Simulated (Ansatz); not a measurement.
# Mg6ClO6: the cost of one run

All numbers below are computed with Ansatz 0.2.0 (DFT PBE, plane waves, PAW, scalar-relativistic, no spin polarisation).

### Step 1. Starting point

The cell holds 26 atoms (Cl2Mg12O12): a = 5.500 Å, b = 5.500 Å, c = 20.613 Å, α = 90.00°, β = 90.00°, γ = 60.00°.

As a file:

```xyz
26
Lattice="5.4999 0.0000 0.0000 2.7499 4.7630 0.0000 0.0000 0.0000 20.6133" Properties=species:S:1:pos:R:3 pbc="T T T"
Mg    0.0000    0.0000    1.0000
O     4.1249    3.9692    2.1227
Mg    1.3750    2.3815    1.0000
O     2.7499    1.5877    2.1227
Mg    2.7499    0.0000    1.0000
O     6.8748    3.9692    2.1227
Mg    4.1249    2.3815    1.0000
O     5.4999    1.5877    2.1227
Mg    5.4999    3.1754    3.2453
O     1.3750    2.3815    4.3680
Mg    4.1249    0.7938    3.2453
O     0.0000    0.0000    4.3680
Mg    2.7499    3.1754    3.2453
O     4.1249    2.3815    4.3680
Mg    1.3750    0.7938    3.2453
O     2.7499    0.0000    4.3680
Mg    2.7499    1.5877    5.4906
O     4.1249    0.7938    6.6133
Mg    4.1249    3.9692    5.4906
O     5.4999    3.1754    6.6133
Mg    5.4999    1.5877    5.4906
O     1.3750    0.7938    6.6133
Mg    6.8748    3.9692    5.4906
O     2.7499    3.1754    6.6133
Cl    5.7081    2.2094   10.9181
Cl    6.2685    4.1293   10.9681
```

### Step 2. The run

440 steps of 1 fs at constant energy.

File input.yaml:

```yaml
accuracy: low
crystal:
  lattice:
    - [5.499877, 0.0, 0.0]
    - [2.749938, 4.763033, 0.0]
    - [0.0, 0.0, 20.613288]
  atoms:
    - { symbol: Mg, position: [0.0, 0.0, 0.0485124] }
    - { symbol: O, position: [0.3333333, 0.8333333, 0.1029752] }
    - { symbol: Mg, position: [0.0, 0.5, 0.0485124] }
    - { symbol: O, position: [0.3333333, 0.3333333, 0.1029752] }
    - { symbol: Mg, position: [0.5, 0.0, 0.0485124] }
    - { symbol: O, position: [0.8333333, 0.8333333, 0.1029752] }
    - { symbol: Mg, position: [0.5, 0.5, 0.0485124] }
    - { symbol: O, position: [0.8333333, 0.3333333, 0.1029752] }
    - { symbol: Mg, position: [0.6666667, 0.6666667, 0.157438] }
    - { symbol: O, position: [0.0, 0.5, 0.2119008] }
    - { symbol: Mg, position: [0.6666667, 0.1666667, 0.157438] }
    - { symbol: O, position: [0.0, 0.0, 0.2119008] }
    - { symbol: Mg, position: [0.1666667, 0.6666667, 0.157438] }
    - { symbol: O, position: [0.5, 0.5, 0.2119008] }
    - { symbol: Mg, position: [0.1666667, 0.1666667, 0.157438] }
    - { symbol: O, position: [0.5, 0.0, 0.2119008] }
    - { symbol: Mg, position: [0.3333333, 0.3333333, 0.2663636] }
    - { symbol: O, position: [0.6666667, 0.1666667, 0.3208264] }
    - { symbol: Mg, position: [0.3333333, 0.8333333, 0.2663636] }
    - { symbol: O, position: [0.6666667, 0.6666667, 0.3208264] }
    - { symbol: Mg, position: [0.8333333, 0.3333333, 0.2663636] }
    - { symbol: O, position: [0.1666667, 0.1666667, 0.3208264] }
    - { symbol: Mg, position: [0.8333333, 0.8333333, 0.2663636] }
    - { symbol: O, position: [0.1666667, 0.6666667, 0.3208264] }
    - { symbol: Cl, position: [0.8059175, 0.463867, 0.529661] }
    - { symbol: Cl, position: [0.7062823, 0.8669437, 0.5320866] }
basis:
  ecutwfc: 420.0
kpoints:
  mp_grid: { grid: [2, 2, 1] }
hamiltonian:
  xc: pbe
  pseudopotentials: { kind: paw, azcp: { folder: soft_1 } }
scf:
  occupations: { method: fermi_dirac, width: 0.05 }
  lower_state_search: "off"
md:
  timestep: 1
  n_steps: 440
  ensemble: nve
  initial_velocities: zero
  seed: 954319
  initial_site_velocities:
    - { site: 24, velocity: [0.0, 0.0, -0.020205] }
    - { site: 25, velocity: [0.0, 0.0, -0.020205] }
  constraints: [{ sites: [0, 1, 2, 3, 4, 5, 6, 7] }]
```

Run with:

```
$ ansatz run input.yaml --threads 2 --pin off --max-ram 5120MiB --backend cpu --events-out ev --progress --plain --runs-dir out
```

What time and memory should one allow on 2 threads of Arm Neoverse V1, shared host?

About 53 min, with a peak of 1.3 GiB.
